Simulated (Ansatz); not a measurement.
# La3Zr (Pm-3m) in Ansatz: single point with PBE

Aim: the single point of La3Zr with PBE.

All numbers are computed with Ansatz 0.2.0; they aren't measurements. Logs are shortened: lines on timing, memory, paths and dates and some standing lists are left out, and cuts for length are marked.

### 1 The structure

Symmetry: Pm-3m, No. 221, cubic system. Conventional cell: a = 5.073 Å, b = 5.073 Å, c = 5.073 Å, α = 90.00°, β = 90.00°, γ = 90.00°. La (site symmetry 4/mmm) has 8 La at 3.59 Å and 4 Zr at 3.59 Å as nearest neighbours. Zr (site symmetry m-3m) is surrounded by 12 La at 3.59 Å.

The cell comes from a database or a generator and needn't be the stable form of this composition.

### 2 Single point, PBE

The input, input.yaml:

```yaml
crystal:
  lattice:
    - [5.07267374, 0.0, 0.0]
    - [0.0, 5.07267374, 0.0]
    - [0.0, 0.0, 5.07267374]
  atoms:
    - { symbol: La, position: [0.5, 0.5, 0.0] }
    - { symbol: La, position: [0.5, 0.0, 0.5] }
    - { symbol: La, position: [0.0, 0.5, 0.5] }
    - { symbol: Zr, position: [0.0, 0.0, 0.0] }
hamiltonian:
  xc: pbe
  pseudopotentials: { kind: paw }
kpoints:
  mp_grid: { grid: [5, 5, 5] }
scf:
  occupations: { method: gaussian, width: 0.1 }
output:
  forces: true
  stress: true
  eigenvalues: true
  write_density: true
  write_potential: true
  elf: true
  volumetric_format: npy
```

Potentials or basis: Ansatz PAW.

Run with:

```bash
ansatz run input.yaml --threads 2 --pin off --max-ram 5632MiB --backend cpu --events-out ev --progress --plain --runs-dir out
```

The program printed:

```text
Warning: RAYON_NUM_THREADS=2 ignored (pool sized by the plan → 2); use --threads N
Engine: ansatz 0.2.0, aarch64-unknown-linux-gnu
Pseudopotentials: kind: paw
Pseudopotential: La, paw, valence charge 11, recommended cutoff 420 eV (normal), La.paw.azcp
Pseudopotential: Zr, paw, valence charge 12, recommended cutoff 420 eV (normal), Zr.paw.azcp
Functional definition: PBE
  parameter kappa = 0.804
  parameter beta = 0.06672455060314922
  exchange = pbe_x(kappa = kappa, mu = beta*pi^2/3)
  correlation = pbe_c(beta = beta)
Crystal: 4 atoms, lattice volume = 130.530 Å³
Basis set: ecut = 420 eV, 2517 PW (Γ), exchange–correlation on 72×72×72 points (8 copies of the dense FFT grid, shifted against one another)
Bands: 27, of which v1, the nominal top of the filled ones, is band 23 counted from 1 (22 counted from 0)
Symmetry: 48 space group operations
Space group: Pm-3m (ITA 221), of the structure as read, at distance tolerance 5.1e-5 Å
k-points: 10 of 125
Non-local potential: La, projectors of the file, l = 0: 3, l = 1: 2, l = 2: 2, l = 3: 3
Non-local potential: Zr, projectors of the file, l = 0: 3, l = 1: 2, l = 2: 2, l = 3: 2
PAW form: soft (Blöchl's): semilocal exchange-correlation on the pseudo side does not see the compensation charge
PAW one-centre angular grid: La, 590 points (default); XC on 64 Gauss nodes
PAW one-centre angular grid: Zr, 590 points (default); XC on 64 Gauss nodes
Initial density: superposition of atomic densities (neutral atoms: chi_scale 0, normalization atom), corrected by the library's trained network
Initial wavefunctions: pseudopotential atomic-orbital guess
Functional: x = pbe(κ = 0.804, μ = 0.2195149727645171), c = pbe(β = 0.06672455060314922)
SCF iter   1: F=—  HF=-22933.544244 eV  |F-HF|=—  |Δ(HF+E_count)|=         —  Δρ=5.24e-3  dr2=1.08e-1  ethr=1.77e-3  ⟨swp⟩=6.2  Hψ=1256  notcnv=0
preconditioner: auto → Kerker (q_TF=auto, 2.285 Å⁻¹)  [metal: Δε(μ)=0.029 eV  Ē_g=10.586 eV  σ=0.100 eV  W_gap=0.16  n_scr=26 (ndim 8)  ℏωp=18.1 eV  f_vac=0.000  D(μ)=5.10/eV (n_scr^D=32)]
SCF iter   2: F=—  HF=-22933.533253 eV  |F-HF|=—  |Δ(HF+E_count)|=   1.10e-2  Δρ=3.08e-3  dr2=2.58e-2  ethr=2.41e-4  ⟨swp⟩=2.0  Hψ=388  notcnv=0  defer=2
SCF iter   3: F=—  HF=-22933.528698 eV  |F-HF|=—  |Δ(HF+E_count)|=   4.56e-3  Δρ=1.64e-3  dr2=1.14e-2  ethr=5.72e-5  ⟨swp⟩=2.0  Hψ=431  notcnv=0  defer=2
SCF iter   4: F=—  HF=-22933.527025 eV  |F-HF|=—  |Δ(HF+E_count)|=   1.67e-3  Δρ=3.24e-4  dr2=2.08e-4  ethr=2.52e-5  ⟨swp⟩=1.8  Hψ=323  notcnv=0  defer=2
SCF iter   5: F=—  HF=-22933.527002 eV  |F-HF|=—  |Δ(HF+E_count)|=   2.29e-5  Δρ=6.74e-5  dr2=6.25e-6  ethr=4.61e-7  ⟨swp⟩=2.0  Hψ=497  notcnv=0  defer=2
SCF iter   6: F=—  HF=-22933.527074 eV  |F-HF|=—  |Δ(HF+E_count)|=   7.17e-5  Δρ=1.45e-5  dr2=2.97e-7  ethr=1.39e-8  ⟨swp⟩=2.0  Hψ=330  notcnv=0  defer=2
SCF iter   7: F=-22933.527074 eV  HF=-22933.527074 eV  |F-HF|=3.56e-8  |Δ(HF+E_count)|=   8.34e-8  Δρ=3.63e-6  dr2=4.94e-8  ethr=2.22e-10  ⟨swp⟩=12.2  Hψ=2237  notcnv=0
SCF 1 converged in 7 iterations: F = -22933.527074 eV  dr2 = 4.94e-8
SCF converged after 7 iterations
Free energy (F): -22933.527074 eV
Harris-Foulkes:  -22933.527074 eV  (|F-HF|=3.56e-8)
Internal energy: -22933.499179 eV  (E = F + TS)
E sigma→0 (E₀):  -22933.513127 eV
Entropy (-TS):   -0.027895 eV (-6.974 meV/atom)
Fermi energy:    11.865535 eV
--- Per-component energies (eV) ---
  E_band       = -226.315222
  E_kinetic    = 911.589126
  E_local      = -1664.426014  (includes V_loc(G=0)·N_el)
  E_nonlocal   = 366.029354
  E_hartree    = 531.427612
  E_xc         = -579.155282
  E_vxc        = -633.071098  (∫ρ·V_xc dr)
  E_paw        = -19202.164881  (= ΣΔE_a)
  E_vpaw       = -269.287426  (= ΣTr[D̂ρ^β])
  E_aug_tail   = 0.000025  (compensation charges beyond the density's cutoff)
  E_ewald      = -3296.799118
  E_smearing   = -0.027895  (= −TS)
  E_closure    = -0.000000  (closes the sum)
  Σ components = -22933.527074   (vs F -22933.527074, Δ=0.00e0)
--- Forces (eV/Å), atoms counted from 1 ---
  atom   1  La     0.00000000     0.00000000    -0.00000000
  atom   2  La     0.00000000    -0.00000000    -0.00000000
  atom   3  La     0.00000000     0.00000000     0.00000000
  atom   4  Zr    -0.00000000    -0.00000000    -0.00000000
  max |Σ_I F_I| component: 1.64e-29 eV/Å
--- Stress (GPa, compression-positive) ---
       -0.216084       0.000000       0.000000
        0.000000      -0.216084       0.000000
        0.000000       0.000000      -0.216084
  P = ⅓ Tr σ = -0.2161 GPa (-2.161 kbar)
--- Band table (eV; the first three rows and the last of 10) ---
  k-point 0: bands = ["-37.2521", "-20.7205", "-20.3996", "-20.3996", "-15.2675", "-15.2675", "-15.2675", "-4.9934", "-4.9934", "-4.9934", "-4.1231", "-4.1231", "-4.1231", "-3.6950", "-3.6950", "-3.6950", "8.1563", "9.4370", "9.8494", "9.8494", "10.3123", "10.3123", "10.3123", "13.1958", "13.1958", "13.1958", "13.4905"]
  k-point 1: bands = ["-37.2521", "-20.6948", "-20.4273", "-20.3991", "-15.2671", "-15.2671", "-15.2661", "-4.9324", "-4.9324", "-4.8968", "-4.1564", "-4.1564", "-4.1424", "-3.8532", "-3.7464", "-3.7464", "8.5570", "9.7854", "10.0605", "10.1905", "10.4761", "10.6428", "10.6428", "12.5522", "13.3275", "13.3275", "13.4372"]
  k-point 2: bands = ["-37.2520", "-20.6346", "-20.4909", "-20.3983", "-15.2665", "-15.2665", "-15.2638", "-4.8047", "-4.8047", "-4.6218", "-4.2469", "-4.2469", "-4.2249", "-4.1732", "-3.8217", "-3.8217", "9.5214", "10.2645", "10.6328", "10.9109", "10.9412", "11.5444", "11.5444", "11.7171", "12.6603", "12.7503", "12.7503"]
  k-point 9: bands = ["-37.2519", "-20.5263", "-20.4949", "-20.4949", "-15.2705", "-15.2705", "-15.2692", "-5.4025", "-4.8162", "-4.7980", "-4.7980", "-3.8610", "-3.8610", "-3.7198", "-3.7116", "-3.7116", "9.3265", "10.2480", "10.4532", "10.4532", "12.2922", "12.3903", "12.3903", "13.0423", "13.0423", "13.0730", "13.1354"]
```

Run time: 1.9 s. Hardware: 2 threads of Arm Neoverse V2, shared host; peak memory 0.41 GiB.

Results:

```
Free energy            : -22933.5271 eV
Pressure               : -0.2 GPa
Band gap on the k mesh : none (metal or under the smearing width)
```

Spin-orbit coupling is left out, which matters for the levels of La.
